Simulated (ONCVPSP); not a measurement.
# An ONCV potential for copper, from input to tests

Do these settings give a usable potential? It is generated, then checked for transferability, scattering, ghosts and hardness.

The numbers are computed with ONCVPSP 4.0.1 (PBE, scalar-relativistic, spin-unpolarised reference atom).

### Step 1. Settings

The settings as typed:

| Property | Result |
| --- | --- |
| element | copper (Cu, Z = 29) |
| type | optimised norm-conserving Vanderbilt (ONCV) |
| frozen core | [Ne] |
| valence charge | 19 |
| reference configuration | 3s2 3p6 3d10 4s0.75 4p0.25 |
| partial waves | 3s+4s: rc 1.20 bohr, ncon 4, nbas 7, qcut 12 1/bohr, 3 projectors, debl 3.1 Ha; 3p+4p: rc 1.40 bohr, ncon 3, nbas 8, qcut 8.3 1/bohr, 2 projectors; 3d: rc 1.10 bohr, ncon 3, nbas 8, qcut 15.8 1/bohr, 2 projectors, debl 3.4 Ha |
| local potential | polynomial inside 0.70 bohr (lpopt 5, dvloc0 0 Ha) |
| core correction | Teter function, fcfact 4.25, rcfact 1.65 |

An earlier all-electron run gives the scale for the radii.

All-electron outer shells of the reference configuration (PBE, scalar-relativistic, ld1.x):

```json
{"shell": "2s", "level (eV)": "-1063.03", "outermost node (bohr)": "0.07", "outermost maximum (bohr)": "0.20"}
{"shell": "2p", "level (eV)": "-917.54", "outermost node (bohr)": "–", "outermost maximum (bohr)": "0.16"}
{"shell": "3s", "level (eV)": "-115.30", "outermost node (bohr)": "0.29", "outermost maximum (bohr)": "0.61"}
{"shell": "3p", "level (eV)": "-72.75", "outermost node (bohr)": "0.26", "outermost maximum (bohr)": "0.62"}
{"shell": "3d", "level (eV)": "-5.64", "outermost node (bohr)": "–", "outermost maximum (bohr)": "0.60"}
{"shell": "4s", "level (eV)": "-5.04", "outermost node (bohr)": "0.89", "outermost maximum (bohr)": "2.24"}
{"shell": "4p", "level (eV)": "-1.02", "outermost node (bohr)": "0.97", "outermost maximum (bohr)": "3.56"}
```

### Step 2. Generation

File Cu.dat:

```
# ATOM AND REFERENCE CONFIGURATION
# atsym  z   nc   nv     iexc    psfile
  Cu 29.00    3    5        4      upf
#
#   n    l    f
    1    0    2.00
    2    0    2.00
    2    1    6.00
    3    0    2.00
    3    1    6.00
    3    2   10.00
    4    0    0.75
    4    1    0.25
#
# PSEUDOPOTENTIAL AND OPTIMIZATION
# lmax
    2
#
#   l,   rc,      ep,       ncon, nbas, qcut
    0    1.20    0.00    4    7   12.00
    1    1.40    0.00    3    8    8.30
    2    1.10    0.00    3    8   15.80
#
# LOCAL POTENTIAL
# lloc, lpopt,  rc(5),   dvloc0
    4    5    0.70    0.00
#
# VANDERBILT-KLEINMAN-BYLANDER PROJECTORs
# l, nproj, debl
    0    3    3.10
    1    2    0.60
    2    2    3.40
#
# MODEL CORE CHARGE
# icmod, fcfact, rcfact
    3    4.25    1.65
#
# LOG DERIVATIVE ANALYSIS
# epsh1, epsh2, depsh
   -6.00    5.00    0.04
#
# OUTPUT GRID
# rlmax, drl
    6.00    0.01
#
# TEST CONFIGURATIONS
# ncnf
    4
# nvcnf
#   n    l    f
    5
    3    0    2.00
    3    1    6.00
    3    2   10.00
    4    0    1.00
    4    1    0.00
#
    5
    3    0    2.00
    3    1    6.00
    3    2   10.00
    4    0    0.00
    4    1    0.00
#
    5
    3    0    2.00
    3    1    6.00
    3    2    9.00
    4    0    0.00
    4    1    0.00
#
    5
    3    0    2.00
    3    1    6.00
    3    2    9.00
    4    0    1.00
    4    1    1.00
#
```

Command:

```bash
$ oncvpsp.x < Cu.dat > Cu.out
```

Q: Predict the outcome of this session. Wanted: cutoffs for 1 and 0.1 mHa per electron, occupied waves; bound ghosts; GHOST(+) flags; largest test error; largest phase difference near zero energy, channels read; rms error of d²Exc/dn², without and with the model core.

As calculated:

| quantity | value |
| --- | --- |
| cutoffs for 1 and 0.1 mHa per electron, occupied waves | 87 Ha and 100 Ha |
| bound ghosts | none found |
| GHOST(+) flags | s at 960 eV |
| largest test error (AE − PS) | +1.7 meV, for 3s2 3p6 3d9 4s1 4p1 (2 tests unsolved) |
| largest phase difference near zero energy, channels read | 0.000 rad |
| rms error of d²Exc/dn², without and with the model core | 1.74 and 2.12 mHa |

In words: By total energies transferability is very good where solved: the largest error is 1.7 meV on 5.8 eV, for 3s2 3p6 3d9 4s1 4p1. Of the tests 2 gave no usable energy difference, which is a warning in itself. The potential is very hard: the looser tolerance needs 87 Ha. At the looser tolerance the 3d wave is the slowest; 3s needs 43 Ha. It is free of bound ghosts as far as tested. Near zero energy the phases of the channels with partial waves agree within 0.001 rad. The program also flags highly localised states, GHOST(+) (s). All of this concerns the isolated atom, not yet a solid.
